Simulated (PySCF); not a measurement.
# AsS₃⁻: structure of the singlet

Aim: relax AsS₃⁻ as a singlet from a trigonal pyramidal start, check by its vibrations whether the end is a minimum, and collect its spectrum and constants.

Method: PBE0, basis As def2-SVPD, S def2-SVPD, no relativity, density fitting; program: PySCF 2.14.0.

### Step 1. The starting structure

4 atoms, charge -1, spin multiplicity 1.

Bond lengths: As1–S2 2.080 Å, As1–S3 2.080 Å, As1–S4 2.080 Å. Angles: S2–As1–S3 99.8°, S2–As1–S4 99.8°, S3–As1–S4 99.8°.

```xyz
4
charge -1 multiplicity 1
As    0.0000    0.0000   -0.5483
S     1.8365    0.0000    0.4282
S    -0.9183    1.5905    0.4282
S    -0.9183   -1.5905    0.4282
```

### Step 2. Trigonal pyramidal start, singlet: relaxation

One driver script runs all steps and calls PySCF; scf.py shows how it sets up the SCF of each step. The optimiser is the driver's own. Before each start the driver seeks the lowest SCF state from one or more starting densities and follows internal instabilities, so scf.py alone need not reach the same state.

The program finds C3v symmetry in the start, which this walk keeps. Threshold on the gradient: 0.0003 Eh/bohr, with a further test on the energy change.

Contents of scf.py:

```python
from pyscf import gto, scf, dft
mol = gto.M(atom='''
As    -0.000000    -0.000000    -0.548252
S      1.836542    -0.000008     0.428247
S     -0.918264     1.590496     0.428248
S     -0.918278    -1.590488     0.428249''',
    basis={'As': 'def2-SVPD', 'S': 'def2-SVPD'},
    charge=-1, spin=0)
mf = dft.RKS(mol, xc='PBE0')
mf.grids.atom_grid = (50, 194)
aux = {'As': 'def2-universal-JKFIT', 'S': 'def2-universal-JKFIT'}
mf = mf.density_fit(auxbasis=aux)
mf.kernel()
```

Steps of the walk:

| step | energy (Eh) | change (kJ/mol) | largest symmetric gradient (Eh/bohr) |
| --- | --- | --- | --- |
| 0 | -3429.172957 | 0.00 | 0.05907 |
| 1 | -3429.230786 | -151.83 | 0.05866 |
| 2 | -3429.259930 | -228.35 | 0.03858 |
| 3 | -3429.269191 | -252.66 | 0.01830 |
| 4 | -3429.272735 | -261.97 | 0.01163 |
| 5 | -3429.273983 | -265.24 | 0.00092 |
| 6 | -3429.273993 | -265.27 | 0.00007 |

The walk ran for 11 s (4 threads, shared host).

Positions (Å) and forces (eV/Å) along the way:

```
step 0
As   0.000   0.000  -0.548   0.007   0.000   3.037
S    1.837   0.000   0.428   2.752   0.000  -1.015
S   -0.918   1.591   0.428  -1.379   2.387  -1.011
S   -0.918  -1.590   0.428  -1.379  -2.387  -1.011
step 1
As   0.000   0.000  -0.344   0.000   0.000   3.016
S    1.986   0.000   0.360   0.589   0.000  -1.005
S   -0.993   1.720   0.360  -0.294   0.510  -1.006
S   -0.993  -1.720   0.360  -0.294  -0.510  -1.006
step 3
As   0.000   0.000   0.059  -0.002   0.000   0.887
S    2.119   0.000   0.226  -0.941   0.000  -0.295
S   -1.060   1.835   0.226   0.471  -0.815  -0.296
S   -1.060  -1.835   0.226   0.471   0.815  -0.296
step 6
As   0.000   0.000   0.184  -0.001   0.000   0.004
S    2.078   0.000   0.184   0.000   0.000  -0.001
S   -1.039   1.799   0.184   0.001  -0.003  -0.001
S   -1.039  -1.799   0.184   0.001   0.003  -0.001
```

End point (D3h, 6 steps, 265.3 kJ/mol gained): As–S 2.078 Å (×3); S–As–S 120.0° (×3).

### Step 3. Vibrations and properties at this point

On the finer grid the gradient is checked again; gradients at displacements of ±0.01 bohr then give force constants and infrared intensities.

scf.py, as its differences from that of step 2:

```diff
@@ -3,4 +3,4 @@
-As    -0.000000    -0.000000    -0.548252
-S      1.836542    -0.000008     0.428247
-S     -0.918264     1.590496     0.428248
-S     -0.918278    -1.590488     0.428249''',
+As    -0.000000    -0.000000    -0.000000
+S      2.077648    -0.000009    -0.000001
+S     -1.038816     1.799300    -0.000000
+S     -1.038832    -1.799291     0.000001''',
@@ -10 +10 @@
-mf.grids.atom_grid = (50, 194)
+mf.grids.atom_grid = (75, 302)
```

This SCF starts from the last density.

SCF at the final geometry:

```text
init E= -3429.27393023453
  HOMO = -0.0858457338195304  LUMO = 0.0598679330126575  gap/eV = 3.96507
cycle= 1 E= -3429.2739302335  delta_E= 1.03e-09  |g|= 5.81e-05  |ddm|= 0.000126
  HOMO = -0.0858461780365518  LUMO = 0.0598673405161101  gap/eV = 3.96507
cycle= 2 E= -3429.27393022936  delta_E= 4.14e-09  |g|= 0.000117  |ddm|= 0.000254
  HOMO = -0.0858460556985912  LUMO = 0.0598676006936372  gap/eV = 3.96507
cycle= 3 E= -3429.27393023487  delta_E= -5.51e-09  |g|= 4.09e-06  |ddm|= 0.000171
  HOMO = -0.0858459884415947  LUMO = 0.0598676603520731  gap/eV = 3.96507
cycle= 4 E= -3429.27393023488  delta_E= -5.46e-12  |g|= 1.3e-07  |ddm|= 4.44e-06
  HOMO = -0.0858459701926653  LUMO = 0.0598676634297037  gap/eV = 3.96507
Extra cycle  E= -3429.27393023486  delta_E= 1.64e-11  |g|= 1.72e-07  |ddm|= 4.26e-07
converged SCF energy = -3429.27393023486
```

The whole step took 15 s.

Geometry: D3h; As–S 2.078 Å (×3); S–As–S 120.0° (×3).

Harmonic modes (main isotopes):

```tsv
symmetry	ω (cm⁻¹)	IR (km/mol)
a2''	173	3.8
e'	182	7.7
a1'	446	0.0
e'	531	283
```

No imaginary mode, so this is a minimum.

Properties at this point:

| Property | Result |
| --- | --- |
| Dipole moment about the centre of mass | 0.00 D |
| Highest occupied level | -2.34 eV |
| Lowest empty level | 1.63 eV |
| Rotational constants | 0.08143, 0.08143, 0.04072 cm⁻¹ |
| Zero-point energy | 12.2 kJ/mol |
| Principal polarisabilities | 75.3, 138.1, 138.1 bohr³ |
| Principal traceless quadrupole moments about the centre of mass | -6.73, -6.73, 13.45 D Å |
| Entropy at 298.15 K and 1 bar | 313.6 J/(mol K) |
| Heat capacity Cp at 298.15 K | 72.3 J/(mol K) |
| Enthalpy at 298.15 K above 0 K | 16.36 kJ/mol |
| Rotational symmetry number | 6 |

Charges (e) and bond orders:

| atom | Mulliken | Löwdin | polar tensor | Mayer order to As1 |
| --- | --- | --- | --- | --- |
| As1 | 0.96 | -0.24 | 1.23 | – |
| S2,3,4 | -0.65 | -0.25 | -0.74 | 1.43 |

Outer orbital energies (eV). occupied: -6.25, -6.25, -5.37, -3.23, -3.23, -3.01, -3.01, -2.34; empty: 1.63, 2.31, 4.27, 4.27.

Mulliken populations on As1: s 7.28, p 14.42, d 10.34.

### Step 4. Outcome

```
                            quantity                                      value
                             minimum                               singlet, D3h
                            geometry      As–S 2.078 Å (×3); S–As–S 120.0° (×3)
                  wavenumbers (cm⁻¹)  173 (a2''), 182 (e'), 446 (a1'), 531 (e')
      dipole moment (centre of mass)                                     0.00 D
highest occupied, lowest empty level                             -2.34, 1.63 eV
          polar-tensor charge of As1                                    +1.23 e
                   zero-point energy                                12.2 kJ/mol
                 entropy at 298.15 K                            313.6 J/(mol K)
```

The trigonal pyramidal start (C3v) ends in a minimum of D3h symmetry. The strongest infrared band lies at 531 cm⁻¹ (e', stretch). Only this shape and spin were tried, so other structures or states may lie lower.

The search up to here took 27 s.
